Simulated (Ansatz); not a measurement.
This script makes vertical spin-state energies of C2H6S2Si, SMILES C[SiH]1CSS1 with the Python package of Ansatz (0.2.0).

The script reads `c2h6s2si.xyz`:
```text
11

C    -0.86330    0.92500   -0.91210
Si    0.52710   -0.05650   -0.47200
C     0.21670   -1.23140    0.95190
S     0.42680    0.18250    2.15860
S     1.84730    0.86140    0.88620
H    -0.62290    1.80690   -1.58930
H    -1.38360    1.42020   -0.05480
H    -1.62560    0.39490   -1.46160
H     1.24510   -0.63780   -1.58850
H     1.03060   -1.98920    1.12500
H    -0.73280   -1.73300    0.97720
```

`spin_c2h6s2si.py`:
```python
# -*- coding: utf-8 -*-
import ansatz as az

mol = az.Crystal.molecule_from_extxyz("c2h6s2si.xyz")

calculation = mol.calculation().basis(gaussian="def2-SVPD").functional("r2scan0")
found = {}
for unpaired in [0, 2]:
    summary = calculation.spin("collinear", total=unpaired).run().report
    s = unpaired / 2
    found[unpaired] = summary["free_energy_ev"]
    print(f"2S+1 = {unpaired + 1}: E = {found[unpaired]:.5f} eV, <S^2> = {abs(summary['mean_field']['state']['spin_squared']):.3f} (pure state {s * (s + 1):.2f})")
lowest = min(found, key=found.get)
for unpaired, e in found.items():
    print(f"multiplicity {unpaired + 1}: {(e - found[lowest]):.3f} eV above the lowest")
```

Which spin state is lowest at this geometry, and how far above lie the others?

In order: multiplicity 1 (+0.00 eV) and multiplicity 3 (+2.84 eV), all at the one geometry.

What the script printed:

```console
$ python spin_c2h6s2si.py
2S+1 = 1: E = -31706.11103 eV, <S^2> = 0.000 (pure state 0.00)
2S+1 = 3: E = -31703.26905 eV, <S^2> = 2.014 (pure state 2.00)
multiplicity 1: 0.000 eV above the lowest
multiplicity 3: 2.842 eV above the lowest
```

Notes:
- Total energies depend on the basis set; only differences at equal settings carry meaning.
- The geometry is a force-field or estimated start, not a minimum of this method, and the basis set is short of its limit. All parts are taken at fixed geometry, without zero-point energy.
- Wall time of the script: 67 s on 1 thread of Arm Neoverse V2, with other jobs on the host, peak memory 0.73 GiB.

(A comment or docstring line of the script was reworded after the run, the code is as it ran; lines on the test bed's own set-up are left out of the output.)
